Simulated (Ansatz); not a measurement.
## GaN, space group F-43m: a convergence test of the plane-wave cutoff, step by step

Computed with the Python package of Ansatz (0.2.0).

Interactive session:
```pycon
>>> import csv
>>> import warnings
>>> import ansatz as az
>>> warnings.simplefilter("ignore", az.DeckWarning)
>>> cell = (
...     az.Lattice.fcc(4.507001)
...     .space_group(216)
...     .atom("Ga", [0.0, 0.0, 0.0])
...     .atom("N", [0.25, 0.25, 0.25])
...     .primitive()
... )
>>> [site.symbol for site in cell.resolved().sites]
['Ga', 'N']
>>> model = (
...     cell.calculation()
...     .kpoints(mesh=(6, 6, 6))
...     .functional("PBE")
...     .occupations("gaussian")
... )
>>> rows = []
>>> for value in [250, 350, 450, 550, 650, 750]:
...     summary = model.basis(value).run(threads=1, backend="cpu").report
...     rows.append((value, summary["free_energy_ev"] / len(summary["lattice"]["sites"]), summary["n_iterations"], summary["n_pw"]))
...

>>> with open("ecut.csv", "w", newline="") as handle:
...     writer = csv.writer(handle)
...     writer.writerow(["cutoff (eV)", "F/atom (eV)", "iterations", "plane waves"])
...     writer.writerows([round(v, 5) if isinstance(v, float) else v for v in row] for row in rows)
...
48
>>> # differences from the last row
>>> for row in rows[:-1]:
...     shift = 1000 * (row[1] - rows[-1][1])
...     print(f"{row[0]}: {shift:+.2f} meV/atom" + ("  (within 5 meV)" if abs(shift) < 5 else ""))
...
250: +1139.49 meV/atom
350: +36.10 meV/atom
450: +1.42 meV/atom  (within 5 meV)
550: +0.26 meV/atom  (within 5 meV)
650: +0.06 meV/atom  (within 5 meV)
```

It writes `ecut.csv`:
```csv
cutoff (eV),F/atom (eV),iterations,plane waves
250,-2082.81121,7,181
350,-2083.9146,6,331
450,-2083.94928,6,531
550,-2083.95044,6,645
650,-2083.95064,6,869
750,-2083.9507,6,1067
```

From 450 eV on it stays within 5 meV an atom of the value at 750 eV; the first row (250 eV) is off by 1139.5 meV and the last but one by 0.06 meV. The energy falls steadily, as expected when plane waves are added.

Notes:
- This cell is a computed structure, which may not be the phase found in nature.
- Shifts are counted from the last row, which is itself no proven limit.
- The script silences the warnings on its input, which a real study should read.
- The whole script took 3.4 s on 1 thread of Arm Neoverse V2 (shared host), peak memory 0.33 GiB.

(Lines on the test bed's own set-up are left out of the output.)
